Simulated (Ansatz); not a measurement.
# CH7GeN (SMILES C[NH][GeH3]): energies and forces away from the minimum

Aim: displace all atoms at random from the minimum and see how well density functionals give the CCSD(T) energy and forces there.

Method: single points with forces in def2-TZVPP; program: Ansatz 0.2.0, Gaussian basis.

Levels: PBE-D4, r2SCAN-D4, PBE0-D4, wB97M-V, Hartree-Fock, MP2, CCSD, CCSD(T). Each coordinate is moved by a Gaussian draw of the width named (0.7 of it for atoms other than hydrogen): 0.12, 0.12 Å.

Correlated methods freeze the cores. Filled d shells of the heavier atoms are correlated.

9 further runs of the same task are left out: 1 that didn't finish, 8 set aside as unsound or not needed.

**1. Starting geometry**

The minimum, relaxed at PBE0-D4: SMILES `C[NH][GeH3]`, 10 atoms, charge 0, spin multiplicity 1.

Atoms are counted from 1 here; the program's logs count them from 0.

Bond lengths: C1–N2 1.450 Å, C1–H4 1.094 Å, C1–H5 1.100 Å, C1–H6 1.094 Å, N2–Ge3 1.838 Å, N2–H7 1.010 Å, Ge3–H8 1.536 Å, Ge3–H9 1.537 Å, Ge3–H10 1.549 Å. Angles: N2–C1–H4 110.2°, N2–C1–H5 114.8°, N2–C1–H6 109.5°, H4–C1–H5 107.8°, H4–C1–H6 106.9°, H5–C1–H6 107.3°, C1–N2–Ge3 118.0°, C1–N2–H7 111.6°, Ge3–N2–H7 112.7°, N2–Ge3–H8 107.2°, N2–Ge3–H9 107.0°, N2–Ge3–H10 113.3°, H8–Ge3–H9 111.4°, H8–Ge3–H10 109.6°, H9–Ge3–H10 108.4°.

As a file:

```tsv
atom	x (Å)	y (Å)	z (Å)
C1	-0.8312	0.7066	-0.8698
N2	-0.3382	-0.5655	-0.3782
Ge3	0.8313	-0.5493	1.0401
H4	-1.6293	0.5462	-1.6005
H5	-0.0687	1.3459	-1.3395
H6	-1.2675	1.2735	-0.0424
H7	-0.0277	-1.1613	-1.1327
H8	1.2408	-2.0051	1.3077
H9	0.0768	0.0516	2.2373
H10	2.0969	0.3063	0.7810
```

Energies of the minimum (eV), from earlier single points: PBE-D4 -59148.12601, r2SCAN-D4 -59158.38592, PBE0-D4 -59150.01754, B3LYP-D4 -59162.00189, wB97M-V -59155.40646, CCSD(T) -59116.88329.

**2. Structure 1, width 0.12 Å**

Input file ccsdt-tzvpp/in.yaml:

```yaml
crystal:
  periodic: [false, false, false]
  atoms:
    - {symbol: C, position_ang: [-0.890994, 1.001342, -0.997609]}
    - {symbol: N, position_ang: [-0.298438, -0.593711, -0.406002]}
    - {symbol: Ge, position_ang: [0.913896, -0.564475, 0.952830]}
    - {symbol: H, position_ang: [-1.610913, 0.738277, -1.548208]}
    - {symbol: H, position_ang: [-0.136679, 1.339095, -1.503985]}
    - {symbol: H, position_ang: [-1.383313, 1.141145, -0.073581]}
    - {symbol: H, position_ang: [-0.120467, -0.866319, -1.168503]}
    - {symbol: H, position_ang: [1.546027, -1.921755, 1.446753]}
    - {symbol: H, position_ang: [0.084019, 0.007751, 2.220662]}
    - {symbol: H, position_ang: [2.370643, 0.291858, 0.742940]}
basis:
  gaussian: {orbitals: def2-TZVPP}
correlation: {method: ccsd_t}
output: {forces: true}
```

No record of the launch command was kept for these runs.

Log, cut to the lines that bear on the results:

```text
Functional definition: HF
  name "HF"
  cite "Fock, Z. Phys. 61, 126 (1930) doi:10.1007/BF01340294"
  parent pbe
[...]
1216 factors; integrals over basis functions are off by at most 8.7e-4 eV
[...]
mean field -59093.38604129 eV, -2171.6418820817 hartree, gradient 2.3e-6 eV, S^2 0.000000; 0 other end points of the search recorded, 0 dependent functions left out
11 core orbitals not correlated: weight in the atoms' cores, before any rotation towards them, 1.000 or more for the frozen orbitals, at most 0.000 for the correlated occupied ones
reference -59093.38604129 eV, -2171.6418820817 hartree; 15, 15 occupied and 182, 182 virtual orbitals, 1216 factors
second order -18.04989476 eV of doubles, -0.00000000 eV of singles
cycle   1  -18.26769958 eV  change   -2.2e-1 eV  update   1.0e-1
[...]
cycle  11  -18.93973958 eV  change   -1.7e-5 eV  update   7.6e-6
perturbative correction -0.72790755 eV, -0.0267501092 hartree
[...]
working
working
working
working
working
working
working
working
working
Total energy: -59113.05368843 eV, -2172.3646547829 hartree
Atom 0 at    -0.890994     1.001342    -0.997609 Å, force     1.580149    -4.969277     7.530345 eV/Å
Atom 1 at    -0.298438    -0.593711    -0.406002 Å, force    -4.597354     7.450413    11.639457 eV/Å
Atom 2 at     0.913896    -0.564475     0.952830 Å, force     1.539515     0.982046     1.418915 eV/Å
Atom 3 at    -1.610913     0.738277    -1.548208 Å, force    -5.478779    -2.349055    -4.878407 eV/Å
Atom 4 at    -0.136679     1.339095    -1.503985 Å, force     4.329872     3.179592    -1.830160 eV/Å
Atom 5 at    -1.383313     1.141145    -0.073581 Å, force     0.443926     2.174506     1.127497 eV/Å
Atom 6 at    -0.120467    -0.866319    -1.168503 Å, force     3.846115    -5.896178   -13.510067 eV/Å
Atom 7 at     1.546027    -1.921755     1.446753 Å, force    -0.656091     0.253464    -0.555463 eV/Å
Atom 8 at     0.084019     0.007751     2.220662 Å, force     0.706099    -0.239910    -1.026912 eV/Å
Atom 9 at     2.370643     0.291858     0.742940 Å, force    -1.713452    -0.585600     0.084795 eV/Å
Dipole moment:    -0.107104     0.170631    -0.354790 e Å
```

It took 12 min on 4 threads, shared host; peak memory 5.4 GiB.

The other levels were run on the same coordinates; their logs were not kept, and their results stand in the tables.

```tsv
method	RMS force component (eV/Å)	RMS error against CCSD(T) (eV/Å)	angle to CCSD(T) forces (°)	dipole (D)
PBE-D4	4.635	0.154	1.9	1.95
r2SCAN-D4	4.565	0.075	0.8	2.02
PBE0-D4	4.619	0.091	1.1	1.99
wB97M-V	4.586	0.106	1.3	2.03
CCSD(T)	4.608	reference	reference	1.96
```

**3. Structure 2, width 0.12 Å**

Input file ccsdt-tzvpp/in.yaml:

```yaml
crystal:
  periodic: [false, false, false]
  atoms:
    - {symbol: C, position_ang: [-0.847084, 0.719455, -0.866961]}
    - {symbol: N, position_ang: [-0.250541, -0.620568, -0.514510]}
    - {symbol: Ge, position_ang: [0.750640, -0.491184, 0.987577]}
    - {symbol: H, position_ang: [-1.701687, 0.483160, -1.478761]}
    - {symbol: H, position_ang: [-0.154090, 1.507946, -1.393726]}
    - {symbol: H, position_ang: [-1.356755, 1.360742, 0.015513]}
    - {symbol: H, position_ang: [0.062540, -1.033019, -1.065483]}
    - {symbol: H, position_ang: [1.246504, -2.152547, 1.433848]}
    - {symbol: H, position_ang: [0.158177, 0.068162, 2.449655]}
    - {symbol: H, position_ang: [2.049732, 0.411891, 0.772493]}
basis:
  gaussian: {orbitals: def2-TZVPP}
correlation: {method: ccsd_t}
output: {forces: true}
```

Log, cut to the lines that bear on the results:

```text
Functional definition: HF
  name "HF"
  cite "Fock, Z. Phys. 61, 126 (1930) doi:10.1007/BF01340294"
  parent pbe
[...]
1226 factors; integrals over basis functions are off by at most 8.7e-4 eV
[...]
mean field -59093.48258095 eV, -2171.6454298487 hartree, gradient 1.1e-6 eV, S^2 0.000000; 0 other end points of the search recorded, 0 dependent functions left out
11 core orbitals not correlated: weight in the atoms' cores, before any rotation towards them, 1.000 or more for the frozen orbitals, at most 0.000 for the correlated occupied ones
reference -59093.48258095 eV, -2171.6454298487 hartree; 15, 15 occupied and 182, 182 virtual orbitals, 1226 factors
second order -17.87755232 eV of doubles, -0.00000000 eV of singles
cycle   1  -18.20369425 eV  change   -3.3e-1 eV  update   9.7e-2
[...]
cycle  10  -18.84947355 eV  change    4.5e-6 eV  update   4.9e-6
[...]
Atom 0 at    -0.847084     0.719455    -0.866961 Å, force    -0.059865     1.410510     0.363534 eV/Å
Atom 1 at    -0.250541    -0.620568    -0.514510 Å, force   -12.078561    17.077294    21.317596 eV/Å
Atom 2 at     0.750640    -0.491184     0.987577 Å, force     1.856249    -1.798036     2.818720 eV/Å
Atom 3 at    -1.701687     0.483160    -1.478761 Å, force    -0.238774     0.316344    -0.685307 eV/Å
Atom 4 at    -0.154090     1.507946    -1.393726 Å, force    -0.988486    -1.671070     0.786065 eV/Å
Atom 5 at    -1.356755     1.360742     0.015513 Å, force     1.512711    -1.976882    -1.341159 eV/Å
Atom 6 at     0.062540    -1.033019    -1.065483 Å, force    11.140089   -14.725261   -20.637247 eV/Å
Atom 7 at     1.246504    -2.152547     1.433848 Å, force    -0.584717     2.317757    -0.769227 eV/Å
Atom 8 at     0.158177     0.068162     2.449655 Å, force     0.064744    -0.472470    -1.870888 eV/Å
Atom 9 at     2.049732     0.411891     0.772493 Å, force    -0.623391    -0.478186     0.017912 eV/Å
Dipole moment:    -0.085880     0.209587    -0.246102 e Å
```

It took 12 min on 4 threads, shared host; peak memory 5.4 GiB.

```tsv
method	RMS force component (eV/Å)	RMS error against CCSD(T) (eV/Å)	angle to CCSD(T) forces (°)	dipole (D)
PBE-D4	7.520	0.172	1.3	1.61
r2SCAN-D4	7.489	0.063	0.4	1.64
PBE0-D4	7.530	0.106	0.8	1.63
wB97M-V	7.482	0.069	0.4	1.65
CCSD(T)	7.526	reference	reference	1.61
```

**4. All structures together**

Energy above the minimum (kJ/mol):

```tsv
structure	width (Å)	PBE-D4	r2SCAN-D4	PBE0-D4	wB97M-V	Hartree-Fock	MP2	CCSD	CCSD(T)
1	0.12	363.4	363.8	375.0	372.0	382.9	376.2	374.6	369.5
2	0.12	361.7	369.3	369.1	372.1	373.6	383.5	374.0	372.8
```

Miss and cost, level by level (times from a shared host):

```tsv
method	mean energy error from CCSD(T) (kJ/mol)	mean time a point
PBE-D4	8.6	2.7 s
r2SCAN-D4	4.6	5.8 s
PBE0-D4	4.6	4.3 s
wB97M-V	1.6	13 s
Hartree-Fock	7.1	part of the CCSD(T) run
MP2	8.7	part of the CCSD(T) run
CCSD	3.1	part of the CCSD(T) run
CCSD(T)	0	12 min
```

The best functional, wB97M-V, misses by 1.6 kJ/mol and takes 13 s a point, against 12 min for CCSD(T).

**5. What came out**

| quantity | value |
| --- | --- |
| energy above the minimum, CCSD(T) | 369.5, 372.8 kJ/mol |
| mean energy error | PBE-D4 8.6, r2SCAN-D4 4.6, PBE0-D4 4.6, wB97M-V 1.6, Hartree-Fock 7.1, MP2 8.7, CCSD 3.1 kJ/mol |
| mean RMS force error | PBE-D4 0.163, r2SCAN-D4 0.069, PBE0-D4 0.099, wB97M-V 0.087 eV/Å |
| largest T1 diagnostic | 0.012 |

In words: In energy wB97M-V is nearest to CCSD(T) and MP2 farthest. For forces r2SCAN-D4 is best, off by 1 % of the typical force, and PBE-D4 worst (3 %); with few structures and a triple-zeta reference, gaps of a few points rank nothing.
